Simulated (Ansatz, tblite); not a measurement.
# Si(vinyl)4 (C₈H₁₂Si): a ladder of methods and basis sets

The task here is to estimate one member of a computed series from the others.

Program: Ansatz 0.2.0, Gaussian basis. Level of theory: as each input shows. These are calculated values, not measurements.

Levels to be run: GFN1-xTB, GFN2-xTB, PBE-D4/def2-TZVP, r2SCAN-D4/def2-TZVP, LC-ωPBE/def2-TZVP, r2SCAN0-D4/def2-TZVP, LDA/def2-TZVP, PBE-D4/def2-SVP, PBE0-D4/def2-SVP, HF/STO-3G, CCSD(T)/def2-SVP, MP2/def2-TZVP, RPA/def2-TZVP.

2 further runs of the same task are left out: 2 set aside as unsound or not needed.

**The relaxed structure**

The geometry is that of the singlet, from an earlier relaxation (r2SCAN-D4/def2-SVP).

21 atoms, charge 0, spin multiplicity 1.

Bond lengths: Si1–C2 1.882 Å, Si1–C7 1.880 Å, Si1–C12 1.881 Å, Si1–C17 1.880 Å, C2–C3 1.343 Å, C2–H4 1.100 Å, C3–H5 1.098 Å, C3–H6 1.097 Å, C7–C8 1.342 Å, C7–H9 1.101 Å, C8–H10 1.097 Å, C8–H11 1.098 Å, C12–C13 1.343 Å, C12–H14 1.100 Å, C13–H15 1.098 Å, C13–H16 1.098 Å, C17–C18 1.343 Å, C17–H19 1.101 Å and more. Angles: C2–Si1–C7 110.8°, C2–Si1–C12 109.3°, C2–Si1–C17 108.7°, C7–Si1–C12 108.9°, C7–Si1–C17 108.5°, C12–Si1–C17 110.7°, Si1–C2–C3 125.0°, Si1–C2–H4 117.3°, C3–C2–H4 117.6°, C2–C3–H5 121.9°, C2–C3–H6 122.1°, H5–C3–H6 116.0°, Si1–C7–C8 126.0°, Si1–C7–H9 116.4°, C8–C7–H9 117.6°, C7–C8–H10 121.6°, C7–C8–H11 122.1°, H10–C8–H11 116.3° and more.

PBE0-D4/def2-TZVP was run before; its log isn't repeated, and its numbers join the tables.

Set-up of the first run:

Tight binding, by tblite at 300 K electronic temperature and without a spin-polarisation term:

```python
tblite.interface.Calculator('GFN1-xTB', numbers, positions, charge=0, uhf=0).singlepoint()
```

Tight binding, by tblite at 300 K electronic temperature and without a spin-polarisation term:

```python
tblite.interface.Calculator('GFN2-xTB', numbers, positions, charge=0, uhf=0).singlepoint()
```

start.molden holds the orbitals of an earlier run on this state, given as this run's starting guess.

The input, in.yaml:

```yaml
crystal:
  periodic: [false, false, false]
  atoms:
    - {symbol: Si, position_ang: [0.030725, 0.050152, -0.042463]}
    - {symbol: C, position_ang: [-0.018134, -0.002321, 1.837685]}
    - {symbol: C, position_ang: [0.830371, -0.699083, 2.611418]}
    - {symbol: H, position_ang: [-0.830732, 0.546312, 2.336809]}
    - {symbol: H, position_ang: [1.665934, -1.270736, 2.187029]}
    - {symbol: H, position_ang: [0.730698, -0.733066, 3.703844]}
    - {symbol: C, position_ang: [1.804080, 0.126229, -0.661117]}
    - {symbol: C, position_ang: [2.875055, 0.498229, 0.057735]}
    - {symbol: H, position_ang: [1.963697, -0.129123, -1.720109]}
    - {symbol: H, position_ang: [2.791090, 0.765252, 1.118828]}
    - {symbol: H, position_ang: [3.880213, 0.553035, -0.379789]}
    - {symbol: C, position_ang: [-0.892777, 1.573844, -0.646988]}
    - {symbol: C, position_ang: [-2.228394, 1.668166, -0.754024]}
    - {symbol: H, position_ang: [-0.298898, 2.467985, -0.889067]}
    - {symbol: H, position_ang: [-2.889332, 0.820855, -0.529998]}
    - {symbol: H, position_ang: [-2.725359, 2.594866, -1.068329]}
    - {symbol: C, position_ang: [-0.765677, -1.516619, -0.709803]}
    - {symbol: C, position_ang: [-1.571048, -1.598730, -1.780767]}
    - {symbol: H, position_ang: [-0.514341, -2.451221, -0.185093]}
    - {symbol: H, position_ang: [-1.865185, -0.707480, -2.349407]}
    - {symbol: H, position_ang: [-1.971976, -2.556535, -2.136385]}
basis:
  gaussian: {orbitals: def2-TZVP, initial_orbitals: start.molden}
hamiltonian: {xc: pbe, dispersion: d4}
scf: {omitted_lower_state_checks: [starts]}
output: {orbitals: {seedname: orbitals}}
```

The run is started by

```
> ansatz run in.yaml --threads 2 --pin off --events-out ev --progress --plain --max-ram 32768MiB --backend cuda --devices 0, --max-vram 18GiB
```

Among the steps run: PBE-D4/def2-TZVP; r2SCAN-D4/def2-TZVP; LC-ωPBE/def2-TZVP; r2SCAN0-D4/def2-TZVP; LDA/def2-TZVP; PBE-D4/def2-SVP; PBE0-D4/def2-SVP; HF/STO-3G; CCSD(T)/def2-SVP; MP2/def2-TZVP; RPA/def2-TZVP.

One table of the session follows, with a row left open; its other results are not shown here.

It belongs to the step «Binding energy». 

```
              method  binding an atom (eV)
           HF/STO-3G                 3.937
         HF/def2-SVP                 3.321
        HF/def2-TZVP                 3.270
       LDA/def2-TZVP                 4.967
     PBE-D4/def2-SVP                 4.513
    PBE-D4/def2-TZVP                 4.482
 r2SCAN-D4/def2-TZVP                     ?
    PBE0-D4/def2-SVP                 4.446
   PBE0-D4/def2-TZVP                 4.411
r2SCAN0-D4/def2-TZVP                 4.330
   LC-ωPBE/def2-TZVP                 4.354
        MP2/def2-SVP                 4.240
       MP2/def2-TZVP                 4.295
       CCSD/def2-SVP                 4.146
    CCSD(T)/def2-SVP                 4.198
```

**Question.** Estimate the row for r2SCAN-D4/def2-TZVP.

As computed: binding an atom (eV): 4.387. In the column «binding an atom (eV)» it lies between LC-ωPBE/def2-TZVP (4.354) and PBE0-D4/def2-TZVP (4.411).

Limits of these values: Free atoms were run apart at each level; binding is atoms less cluster, divided by the number of atoms, without zero-point or spin-orbit terms.
